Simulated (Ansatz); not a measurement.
**C₂H₂OSe: one structure at several levels**

The atoms stand at a structure displaced at random from a GFN2-xTB minimum. How far do the functionals agree with CCSD(T) there?

Method: single points in def2-TZVPP; program: Ansatz 0.2.0, Gaussian basis.

Correlated methods freeze the cores. Filled d shells of the heavier atoms are correlated.

**1. The system as given**

SMILES `O=CC=[Se]`, 6 atoms, charge 0, spin multiplicity 1.

Atoms are counted from 1 here; the program's logs count them from 0.

Bond lengths: O1–C2 1.145 Å, C2–C3 1.441 Å, C2–H5 1.087 Å, C3–Se4 1.735 Å, C3–H6 1.164 Å. Angles: O1–C2–C3 123.5°, O1–C2–H5 127.5°, C3–C2–H5 108.4°, C2–C3–Se4 126.9°, C2–C3–H6 117.4°, Se4–C3–H6 115.6°.

Geometry (Å):

```csv
atom,x (Å),y (Å),z (Å)
O1,-0.5491,-1.4609,-0.8418
C2,-0.2430,-0.7791,0.0263
C3,0.2107,0.5769,-0.1486
Se4,0.6585,1.6950,1.1009
H5,-0.3779,-0.9609,1.0893
H6,0.2074,1.0073,-1.2302
```

**2. CCSD(T)/def2-TZVPP**

run/in.yaml reads:

```yaml
crystal:
  periodic: [false, false, false]
  atoms:
    - {symbol: O, position_ang: [-0.549100, -1.460900, -0.841800]}
    - {symbol: C, position_ang: [-0.243000, -0.779100, 0.026300]}
    - {symbol: C, position_ang: [0.210700, 0.576900, -0.148600]}
    - {symbol: Se, position_ang: [0.658500, 1.695000, 1.100900]}
    - {symbol: H, position_ang: [-0.377900, -0.960900, 1.089300]}
    - {symbol: H, position_ang: [0.207400, 1.007300, -1.230200]}
basis:
  gaussian: {orbitals: def2-TZVPP}
correlation: {method: ccsd_t}
output: {forces: true}
```

No record of the launch command was kept for these runs.

**3. PBE0-D4/def2-TZVPP**

Edit run/in.yaml of step 2 so:

```diff
@@ -11,3 +11,3 @@
   gaussian: {orbitals: def2-TZVPP}
-correlation: {method: ccsd_t}
-output: {forces: true}
+hamiltonian: {xc: pbe0, dispersion: d4}
+output: {forces: true, orbitals: {seedname: orbitals}}
```

**4. wB97M-V/def2-TZVPP**

Edit run/in.yaml of step 3 so:

```diff
@@ -11,3 +11,3 @@
   gaussian: {orbitals: def2-TZVPP}
-hamiltonian: {xc: pbe0, dispersion: d4}
-output: {forces: true, orbitals: {seedname: orbitals}}
+hamiltonian: {xc: {name: wB97M-V}}
+output: {forces: true}
```

**5. r2SCAN-D4/def2-TZVPP**

Edit run/in.yaml of step 4 so:

```diff
@@ -11,3 +11,3 @@
   gaussian: {orbitals: def2-TZVPP}
-hamiltonian: {xc: {name: wB97M-V}}
+hamiltonian: {xc: r2scan, dispersion: d4}
 output: {forces: true}
```

**6. PBE-D4/def2-TZVPP**

Edit run/in.yaml of step 5 so:

```diff
@@ -11,3 +11,3 @@
   gaussian: {orbitals: def2-TZVPP}
-hamiltonian: {xc: r2scan, dispersion: d4}
+hamiltonian: {xc: pbe, dispersion: d4}
 output: {forces: true}
```

**7. BHLYP-D4/def2-TZVPP**

Edit run/in.yaml of step 6 so:

```diff
@@ -11,3 +11,3 @@
   gaussian: {orbitals: def2-TZVPP}
-hamiltonian: {xc: pbe, dispersion: d4}
+hamiltonian: {xc: {name: BHLYP}, dispersion: d4}
 output: {forces: true}
```

**8. LC-wPBE/def2-TZVPP**

Edit run/in.yaml of step 7 so:

```diff
@@ -11,3 +11,3 @@
   gaussian: {orbitals: def2-TZVPP}
-hamiltonian: {xc: {name: BHLYP}, dispersion: d4}
+hamiltonian: {xc: {name: LC-wPBE}}
 output: {forces: true}
```

(Steps that only read results are left out.)

**Question.** What will these runs give? Wanted: energy less free atoms, CCSD(T)/def2-TZVPP; RMS force component; RMS force error; HOMO and LUMO, PBE0-D4; T1 diagnostic.

**Answer**, as computed:

| quantity | value |
| --- | --- |
| energy less free atoms, CCSD(T)/def2-TZVPP | -2262.3 kJ/mol |
| RMS force component | 1.985 to 2.470 eV/Å over the methods |
| RMS force error | PBE0-D4 0.328, wB97M-V 0.377, r2SCAN-D4 0.199, PBE-D4 0.242, BHLYP-D4 0.623, LC-wPBE 0.533 eV/Å |
| HOMO and LUMO, PBE0-D4 | -7.01 and -3.88 eV |
| T1 diagnostic | 0.014 |

In words: Against CCSD(T) the functionals' energies less atoms differ by -191.6 to +58.1 kJ/mol, PBE-D4 by -191.6 kJ/mol. The reference is not at the basis limit: in triple zeta CCSD(T) underbinds, which counts against methods that bind more; the gaps are no ranking. The forces of r2SCAN-D4 come nearest to CCSD(T), those of BHLYP-D4 are farthest. Frozen-core CCSD(T) forces in triple zeta carry basis errors of their own, and this is one geometry, so small gaps rank nothing. The restricted Hartree–Fock reference is unstable towards an unrestricted one at one or more of these structures.
